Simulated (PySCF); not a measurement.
**A gas-phase reaction: GeH4S + H4Si → GeH6Si + H2S**

Wanted: the reaction energy for `[SH][GeH3]` + `[SiH4]` → `[SiH3][GeH3]` + `S`.

Computed with PySCF 2.14.0; each step states its level. No surroundings beyond the atoms listed, unless a continuum is named. Atoms count from 0, parts from 1.

## 1. The system as given

Each species was relaxed by itself at PBE0-D3(BJ)/def2-SVPD.

## 2. Reaction energy: wB97M-D3(BJ)/def2-TZVPD

What the job is given:

```
{"job": {"kind": "react", "xc": "wB97M-D3(BJ)", "basis": "def2-TZVPD"}, "charge": 0, "multiplicity": 1}
-1 GeH4S charge 0 multiplicity 1
S      1.445140    -0.126910    -0.948810
Ge    -0.445890     0.302680     0.168970
H      1.581360    -1.384180    -0.471900
H     -0.810820     1.737500    -0.228970
H     -0.199850     0.200550     1.681940
H     -1.546400    -0.680240    -0.258470

-1 H4Si charge 0 multiplicity 1
Si    -0.008380    -0.004750     0.000600
H     -0.319440    -0.698660     1.283790
H     -0.590650     1.368310     0.024010
H      1.470670     0.085260    -0.170190
H     -0.594140    -0.773920    -1.135240

+1 GeH6Si charge 0 multiplicity 1
Si    -0.433450     0.079830     1.099280
Ge     0.426150    -0.078990    -1.116770
H     -1.425130     1.193530     1.186400
H     -1.107850    -1.196820     1.482260
H      0.676310     0.346450     2.062960
H      0.807370     1.312550    -1.650990
H      1.680850    -0.968700    -1.150590
H     -0.622470    -0.688220    -2.063500

+1 H2S charge 0 multiplicity 1
S     -0.010710     0.615390     0.006000
H     -0.979590    -0.324620    -0.002920
H      0.970140    -0.312050    -0.008470
```

Method: wB97M-D3(BJ)/def2-TZVPD reaction energy of separated species, gas phase.

Run with:

```sh
$ OMP_NUM_THREADS=1 python cluster_run.py task.json out
```

This one command runs all jobs of the session in turn.

Standard output:

```text
species 1 (GeH4S)
coarse grid: 23624 points
cycle   1  E = -2477.6384127420  dE = -7.134e-01  |g| = 6.302e-01  |ddm| = 1.893e+00
cycle   2  E = -2477.6512919623  dE = -1.288e-02  |g| = 6.512e-01  |ddm| = 7.438e-01
cycle   3  E = -2477.6864404869  dE = -3.515e-02  |g| = 2.833e-02  |ddm| = 3.518e-01
cycle   4  E = -2477.6867132105  dE = -2.727e-04  |g| = 1.129e-02  |ddm| = 3.911e-02
cycle   5  E = -2477.6867615739  dE = -4.836e-05  |g| = 3.418e-03  |ddm| = 1.619e-02
cycle   6  E = -2477.6867662460  dE = -4.672e-06  |g| = 6.504e-04  |ddm| = 5.642e-03
final grid: 46272 points
cycle   7  E = -2477.6866533238  dE = -3.234e-07  |g| = 3.154e-04  |ddm| = 2.074e-03
cycle   8  E = -2477.6866533718  dE = -4.794e-08  |g| = 1.737e-04  |ddm| = 5.644e-04
cycle   9  E = -2477.6866533802  dE = -8.407e-09  |g| = 6.083e-05  |ddm| = 2.045e-04
cycle  10  E = -2477.6866533828  dE = -2.630e-09  |g| = 2.846e-05  |ddm| = 1.433e-04
cycle  11  E = -2477.6866533829  dE = -1.346e-10  |g| = 2.859e-06  |ddm| = 2.889e-05
converged SCF energy = -2477.6866533829

species 2 (H4Si)
coarse grid: 16304 points
cycle   1  E = -291.9161116540  dE = -3.418e-01  |g| = 1.181e-01  |ddm| = 1.459e+00
cycle   2  E = -291.9202172432  dE = -4.106e-03  |g| = 4.771e-02  |ddm| = 1.967e-01
cycle   3  E = -291.9206209855  dE = -4.037e-04  |g| = 9.761e-03  |ddm| = 5.316e-02
cycle   4  E = -291.9206624399  dE = -4.145e-05  |g| = 1.608e-03  |ddm| = 1.809e-02
cycle   5  E = -291.9206638422  dE = -1.402e-06  |g| = 2.633e-04  |ddm| = 5.401e-03
final grid: 33416 points
cycle   6  E = -291.9206445107  dE = -8.002e-08  |g| = 1.406e-04  |ddm| = 7.919e-04
cycle   7  E = -291.9206445198  dE = -9.124e-09  |g| = 5.507e-05  |ddm| = 3.155e-04
cycle   8  E = -291.9206445209  dE = -1.086e-09  |g| = 1.811e-05  |ddm| = 4.238e-05
cycle   9  E = -291.9206445211  dE = -2.603e-10  |g| = 1.152e-06  |ddm| = 3.791e-05
converged SCF energy = -291.9206445211

species 3 (GeH6Si)
coarse grid: 28664 points
cycle   1  E = -2370.1190511231  dE = -8.914e-01  |g| = 5.687e-01  |ddm| = 2.132e+00
cycle   2  E = -2370.1259292845  dE = -6.878e-03  |g| = 5.708e-01  |ddm| = 6.556e-01
cycle   3  E = -2370.1474219085  dE = -2.149e-02  |g| = 1.980e-02  |ddm| = 3.071e-01
cycle   4  E = -2370.1476033396  dE = -1.814e-04  |g| = 8.683e-03  |ddm| = 3.845e-02
cycle   5  E = -2370.1476253219  dE = -2.198e-05  |g| = 1.016e-03  |ddm| = 1.235e-02
cycle   6  E = -2370.1476261015  dE = -7.797e-07  |g| = 3.256e-04  |ddm| = 2.691e-03
final grid: 57200 points
cycle   7  E = -2370.1475378392  dE = -7.341e-08  |g| = 2.198e-04  |ddm| = 1.610e-03
cycle   8  E = -2370.1475378467  dE = -7.556e-09  |g| = 2.196e-04  |ddm| = 3.662e-04
cycle   9  E = -2370.1475378505  dE = -3.737e-09  |g| = 2.203e-05  |ddm| = 1.257e-04
cycle  10  E = -2370.1475378510  dE = -5.257e-10  |g| = 8.321e-06  |ddm| = 6.858e-05
converged SCF energy = -2370.1475378510

species 4 (H2S)
coarse grid: 11264 points
cycle   1  E = -399.4336014530  dE = -1.424e-01  |g| = 1.945e-01  |ddm| = 1.016e+00
cycle   2  E = -399.4459454608  dE = -1.234e-02  |g| = 1.106e-01  |ddm| = 2.399e-01
cycle   3  E = -399.4491447591  dE = -3.199e-03  |g| = 1.578e-02  |ddm| = 9.278e-02
cycle   4  E = -399.4492191003  dE = -7.434e-05  |g| = 4.851e-03  |ddm| = 1.790e-02
cycle   5  E = -399.4492313373  dE = -1.224e-05  |g| = 9.336e-04  |ddm| = 7.536e-03
cycle   6  E = -399.4492320684  dE = -7.312e-07  |g| = 1.776e-04  |ddm| = 2.124e-03
final grid: 22496 points
cycle   7  E = -399.4492197360  dE = -2.326e-08  |g| = 1.134e-04  |ddm| = 6.083e-04
cycle   8  E = -399.4492197390  dE = -2.975e-09  |g| = 6.804e-05  |ddm| = 1.501e-04
cycle   9  E = -399.4492197398  dE = -7.697e-10  |g| = 8.741e-06  |ddm| = 5.992e-05
converged SCF energy = -399.4492197398

Reaction energy = 6.616 kcal/mol
```

Run time: 26 s. Hardware: 1 thread of Arm Neoverse N1, shared host; peak memory 0.58 GiB.

Species by species (with the dispersion term, which the log's SCF energies lack):

| ν | species | energy (Eh) | HOMO (eV) |
| --- | --- | --- | --- |
| -1 | [SH][GeH3] | -2477.69133 | -9.59 |
| -1 | [SiH4] | -291.92342 | -12.22 |
| +1 | [SiH3][GeH3] | -2370.15364 | -10.40 |
| +1 | S | -399.45056 | -9.89 |

## 3. Reaction energy: PBE0-D3(BJ)/def2-TZVPD

Same as in step 2 but for these lines:

```diff
@@ -1,2 +1,2 @@
-{"job": {"kind": "react", "xc": "wB97M-D3(BJ)", "basis": "def2-TZVPD"}, "charge": 0, "multiplicity": 1}
+{"job": {"kind": "react", "xc": "PBE0", "basis": "def2-TZVPD", "disp": "d3bj"}, "charge": 0, "multiplicity": 1}
 -1 GeH4S charge 0 multiplicity 1
```

Level: PBE0-D3(BJ)/def2-TZVPD reaction energy of separated species, gas phase.

Standard output:

```text
species 1 (GeH4S)
coarse grid: 23624 points
cycle   1  E = -2477.1791861716  dE = -6.529e-01  |g| = 6.590e-01  |ddm| = 1.865e+00
cycle   2  E = -2477.1570245487  dE =  2.216e-02  |g| = 7.997e-01  |ddm| = 8.475e-01
cycle   3  E = -2477.2206160368  dE = -6.359e-02  |g| = 2.973e-02  |ddm| = 4.873e-01
cycle   4  E = -2477.2207756250  dE = -1.596e-04  |g| = 1.250e-02  |ddm| = 3.489e-02
cycle   5  E = -2477.2208254975  dE = -4.987e-05  |g| = 2.243e-03  |ddm| = 1.368e-02
cycle   6  E = -2477.2208270603  dE = -1.563e-06  |g| = 2.669e-04  |ddm| = 2.105e-03
final grid: 46272 points
cycle   7  E = -2477.2207996441  dE = -2.501e-08  |g| = 2.490e-04  |ddm| = 1.601e-03
cycle   8  E = -2477.2207996441  dE = -3.547e-11  |g| = 2.832e-04  |ddm| = 4.015e-04
cycle   9  E = -2477.2207996606  dE = -1.656e-08  |g| = 3.165e-05  |ddm| = 1.902e-04
cycle  10  E = -2477.2207996608  dE = -1.646e-10  |g| = 3.880e-06  |ddm| = 2.608e-05
converged SCF energy = -2477.2207996608

species 2 (H4Si)
coarse grid: 4104 points
cycle   1  E = -291.7551903442  dE = -2.942e-01  |g| = 9.466e-02  |ddm| = 1.333e+00
cycle   2  E = -291.7566481242  dE = -1.458e-03  |g| = 3.381e-02  |ddm| = 1.408e-01
cycle   3  E = -291.7567280145  dE = -7.989e-05  |g| = 5.642e-03  |ddm| = 2.104e-02
cycle   4  E = -291.7567325854  dE = -4.571e-06  |g| = 1.115e-03  |ddm| = 1.058e-02
final grid: 33416 points
cycle   5  E = -291.7561317992  dE = -2.959e-06  |g| = 4.796e-04  |ddm| = 7.924e-03
cycle   6  E = -291.7561318530  dE = -5.375e-08  |g| = 2.449e-04  |ddm| = 1.434e-03
cycle   7  E = -291.7561318743  dE = -2.133e-08  |g| = 6.461e-05  |ddm| = 3.783e-04
cycle   8  E = -291.7561318748  dE = -4.794e-10  |g| = 7.584e-06  |ddm| = 7.920e-05
converged SCF energy = -291.7561318748

species 3 (GeH6Si)
coarse grid: 28664 points
cycle   1  E = -2369.6814029953  dE = -8.398e-01  |g| = 6.052e-01  |ddm| = 2.075e+00
cycle   2  E = -2369.6741277305  dE =  7.275e-03  |g| = 6.840e-01  |ddm| = 6.980e-01
cycle   3  E = -2369.7057762039  dE = -3.165e-02  |g| = 2.015e-02  |ddm| = 3.872e-01
cycle   4  E = -2369.7058372645  dE = -6.106e-05  |g| = 6.520e-03  |ddm| = 2.237e-02
cycle   5  E = -2369.7058461164  dE = -8.852e-06  |g| = 7.533e-04  |ddm| = 7.708e-03
final grid: 57200 points
cycle   6  E = -2369.7058251710  dE = -1.154e-07  |g| = 6.753e-04  |ddm| = 2.549e-03
cycle   7  E = -2369.7058252043  dE = -3.331e-08  |g| = 7.256e-04  |ddm| = 1.477e-03
cycle   8  E = -2369.7058253103  dE = -1.061e-07  |g| = 1.128e-04  |ddm| = 6.377e-04
cycle   9  E = -2369.7058253120  dE = -1.643e-09  |g| = 7.138e-06  |ddm| = 9.209e-05
cycle  10  E = -2369.7058253120  dE = -1.455e-11  |g| = 1.522e-06  |ddm| = 7.328e-06
converged SCF energy = -2369.7058253120

species 4 (H2S)
coarse grid: 2864 points
cycle   1  E = -399.2518634892  dE = -9.250e-02  |g| = 1.630e-01  |ddm| = 1.023e+00
cycle   2  E = -399.2538577747  dE = -1.994e-03  |g| = 1.600e-01  |ddm| = 2.978e-01
cycle   3  E = -399.2614719019  dE = -7.614e-03  |g| = 1.497e-02  |ddm| = 1.477e-01
cycle   4  E = -399.2614865138  dE = -1.461e-05  |g| = 1.103e-03  |ddm| = 5.881e-03
cycle   5  E = -399.2614868941  dE = -3.804e-07  |g| = 6.136e-04  |ddm| = 1.717e-03
final grid: 22496 points
cycle   6  E = -399.2625175846  dE = -7.084e-06  |g| = 4.896e-03  |ddm| = 1.692e-02
cycle   7  E = -399.2625182172  dE = -6.326e-07  |g| = 3.960e-03  |ddm| = 6.698e-03
cycle   8  E = -399.2625211492  dE = -2.932e-06  |g| = 2.911e-04  |ddm| = 3.504e-03
cycle   9  E = -399.2625211770  dE = -2.777e-08  |g| = 3.582e-05  |ddm| = 2.357e-04
cycle  10  E = -399.2625211774  dE = -3.631e-10  |g| = 6.382e-06  |ddm| = 2.919e-05
converged SCF energy = -399.2625211774

Reaction energy = 5.242 kcal/mol
```

Run time: 14 s. Hardware: 1 thread of Arm Neoverse N1, shared host; peak memory 0.56 GiB.

Reaction energy at this level: 5.24 kcal/mol.

## 4. Energies of the species: MP2/def2-TZVPD

Same as in step 3 but for these lines:

```diff
@@ -1,2 +1,2 @@
-{"job": {"kind": "react", "xc": "PBE0", "basis": "def2-TZVPD", "disp": "d3bj"}, "charge": 0, "multiplicity": 1}
+{"job": {"kind": "react", "xc": "MP2", "basis": "def2-TZVPD"}, "charge": 0, "multiplicity": 1}
 -1 GeH4S charge 0 multiplicity 1
```

Level: MP2/def2-TZVPD reaction energy of separated species, gas phase.

Standard output:

```text
species 1 (GeH4S)
final grid: 46272 points
cycle   1  E = -2475.2142268319  dE = -7.807e-01  |g| = 4.091e-01  |ddm| = 1.869e+00
cycle   2  E = -2475.2481569806  dE = -3.393e-02  |g| = 2.774e-01  |ddm| = 4.185e-01
cycle   3  E = -2475.2559533058  dE = -7.796e-03  |g| = 3.768e-02  |ddm| = 1.810e-01
cycle   4  E = -2475.2567126492  dE = -7.593e-04  |g| = 1.263e-02  |ddm| = 5.612e-02
cycle   5  E = -2475.2567976074  dE = -8.496e-05  |g| = 3.475e-03  |ddm| = 1.731e-02
cycle   6  E = -2475.2568064410  dE = -8.834e-06  |g| = 1.047e-03  |ddm| = 6.295e-03
cycle   7  E = -2475.2568074219  dE = -9.808e-07  |g| = 2.531e-04  |ddm| = 2.087e-03
cycle   8  E = -2475.2568074756  dE = -5.367e-08  |g| = 4.616e-05  |ddm| = 6.285e-04
cycle   9  E = -2475.2568074771  dE = -1.542e-09  |g| = 1.385e-05  |ddm| = 1.267e-04
cycle  10  E = -2475.2568074773  dE = -1.664e-10  |g| = 3.939e-06  |ddm| = 3.661e-05
converged SCF energy = -2475.2568074773

species 2 (H4Si)
final grid: 33416 points
cycle   1  E = -291.2395055595  dE = -4.127e-01  |g| = 1.809e-01  |ddm| = 1.376e+00
cycle   2  E = -291.2559621817  dE = -1.646e-02  |g| = 5.129e-02  |ddm| = 1.576e-01
cycle   3  E = -291.2575304348  dE = -1.568e-03  |g| = 1.612e-02  |ddm| = 8.402e-02
cycle   4  E = -291.2576430206  dE = -1.126e-04  |g| = 2.274e-03  |ddm| = 2.531e-02
cycle   5  E = -291.2576472617  dE = -4.241e-06  |g| = 4.835e-04  |ddm| = 1.035e-02
cycle   6  E = -291.2576474756  dE = -2.139e-07  |g| = 5.170e-05  |ddm| = 2.142e-03
cycle   7  E = -291.2576474777  dE = -2.132e-09  |g| = 3.778e-06  |ddm| = 1.885e-04
cycle   8  E = -291.2576474778  dE = -1.216e-11  |g| = 3.012e-07  |ddm| = 3.460e-05
converged SCF energy = -291.2576474778

species 3 (GeH6Si)
final grid: 57200 points
cycle   1  E = -2367.7537301966  dE = -9.871e-01  |g| = 3.634e-01  |ddm| = 2.077e+00
cycle   2  E = -2367.7855838217  dE = -3.185e-02  |g| = 2.314e-01  |ddm| = 3.766e-01
cycle   3  E = -2367.7906879006  dE = -5.104e-03  |g| = 4.116e-02  |ddm| = 1.674e-01
cycle   4  E = -2367.7916632350  dE = -9.753e-04  |g| = 7.959e-03  |ddm| = 7.304e-02
cycle   5  E = -2367.7916961393  dE = -3.290e-05  |g| = 1.790e-03  |ddm| = 1.495e-02
cycle   6  E = -2367.7916986400  dE = -2.501e-06  |g| = 4.573e-04  |ddm| = 4.951e-03
cycle   7  E = -2367.7916988030  dE = -1.631e-07  |g| = 6.634e-05  |ddm| = 1.226e-03
cycle   8  E = -2367.7916988068  dE = -3.788e-09  |g| = 1.242e-05  |ddm| = 2.771e-04
cycle   9  E = -2367.7916988070  dE = -1.310e-10  |g| = 3.047e-06  |ddm| = 5.297e-05
converged SCF energy = -2367.7916988070

species 4 (H2S)
final grid: 22496 points
cycle   1  E = -398.6881062378  dE = -1.695e-01  |g| = 2.014e-01  |ddm| = 9.977e-01
cycle   2  E = -398.7050963099  dE = -1.699e-02  |g| = 7.023e-02  |ddm| = 1.849e-01
cycle   3  E = -398.7068538611  dE = -1.758e-03  |g| = 2.154e-02  |ddm| = 5.634e-02
cycle   4  E = -398.7071966637  dE = -3.428e-04  |g| = 6.311e-03  |ddm| = 2.471e-02
cycle   5  E = -398.7072260774  dE = -2.941e-05  |g| = 1.395e-03  |ddm| = 9.171e-03
cycle   6  E = -398.7072275589  dE = -1.482e-06  |g| = 3.129e-04  |ddm| = 2.398e-03
cycle   7  E = -398.7072276446  dE = -8.569e-08  |g| = 5.003e-05  |ddm| = 6.832e-04
cycle   8  E = -398.7072276469  dE = -2.251e-09  |g| = 1.186e-05  |ddm| = 9.128e-05
cycle   9  E = -398.7072276470  dE = -1.244e-10  |g| = 1.950e-06  |ddm| = 2.073e-05
converged SCF energy = -398.7072276470

Reaction energy = 8.089 kcal/mol
```

Wall time 6.8 s (1 thread of Arm Neoverse N1, shared host); peak memory 0.44 GiB.

Reaction energy at this level: 8.09 kcal/mol.

## 5. Comparing the runs

Energies in kcal/mol, with wall time:

| run | reaction | time |
| --- | --- | --- |
| wB97M-D3(BJ)/def2-TZVPD | 6.62 | 26 s |
| PBE0-D3(BJ)/def2-TZVPD | 5.24 | 14 s |
| MP2/def2-TZVPD | 8.09 | 6.8 s |

## 6. Results

| quantity | value |
| --- | --- |
| reaction energy (wB97M-D3(BJ)/def2-TZVPD) | 6.62 kcal/mol |
| ΔH, ΔG at 298 K (xTB thermal terms) | +6.6, +5.8 kcal/mol |
| range of the reaction energy over the runs of this table | 5.24 to 8.09 kcal/mol |

**Reading.** The reaction is endothermic by 6.6 kcal/mol in the gas phase; dispersion gives +0.00, and xTB itself gave 17.81 for the electronic energy (xTB energies and thermal terms come from the earlier relaxation of each species, not shown). No barrier was sought. xTB and this level differ widely in the electronic energy, so what comes from xTB (the thermal terms above all) is less safe here. The reaction energy runs from 5.24 (PBE0-D3(BJ)/def2-TZVPD) to 8.09 kcal/mol (MP2/def2-TZVPD).
